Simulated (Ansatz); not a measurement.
# SbClF2: small, medium and large basis sets

An exercise on one series of results from a longer session: the logs are not shown, and one member is left open.

Program: Ansatz 0.2.0, Gaussian basis. Level of theory: one geometry, several basis sets. These are calculated values, not measurements.

The runs, in order: PBE0-D4/def2-SVP; ωB97M-V/def2-SVP; PBE0-D4/def2-QZVPP; ωB97M-V/def2-QZVPP; the functionals' def2-TZVPP values are taken from earlier runs.

## The relaxed structure

All runs share one geometry, relaxed beforehand with PBE0-D4 in a triple-zeta def2 set. Sb takes the def2 core potential; no spin-orbit term is included.

SMILES `[F][Sb]([F])[Cl]`, 4 atoms, charge 0, spin multiplicity 1.

Atoms are counted from 1 here; the program's logs count them from 0.

Bond lengths: F1–Sb2 1.892 Å, Sb2–F3 1.892 Å, Sb2–Cl4 2.320 Å. Angles: F1–Sb2–F3 94.2°, F1–Sb2–Cl4 96.2°, F3–Sb2–Cl4 96.2°.

Set-up of the first run:

Contents of in.yaml:

```yaml
crystal:
  periodic: [false, false, false]
  atoms:
    - {symbol: F, position_ang: [-0.767414, -0.413508, 1.417327]}
    - {symbol: Sb, position_ang: [0.373402, 0.617613, 0.314889]}
    - {symbol: F, position_ang: [1.445476, -0.856031, -0.194104]}
    - {symbol: Cl, position_ang: [-0.995863, 0.591626, -1.558312]}
basis:
  gaussian: {orbitals: def2-SVP}
hamiltonian: {xc: pbe0, dispersion: d4}
output: {orbitals: {seedname: orbitals}}
```

Among the steps run: PBE0-D4 in def2-SVP; ωB97M-V in def2-SVP; PBE0-D4 in def2-QZVPP; ωB97M-V in def2-QZVPP.

One table of the session follows, with a row left open; its other results are not shown here.

It belongs to the step «Density functionals: the series». 

```
functional       basis  HOMO (eV)  LUMO (eV)
   PBE0-D4    def2-SVP      -8.96      -1.54
   PBE0-D4  def2-TZVPP      -9.18      -1.79
   PBE0-D4  def2-QZVPP          ?          ?
   ωB97M-V    def2-SVP     -11.02       0.45
   ωB97M-V  def2-TZVPP     -11.30       0.04
   ωB97M-V  def2-QZVPP     -11.34      -0.07
```

**Question.** Estimate the row for PBE0-D4, def2-QZVPP.

**Answer.** HOMO (eV): -9.21; LUMO (eV): -1.84. In the column «HOMO (eV)» it lies between ωB97M-V, def2-SVP (-11.02) and PBE0-D4, def2-TZVPP (-9.18).
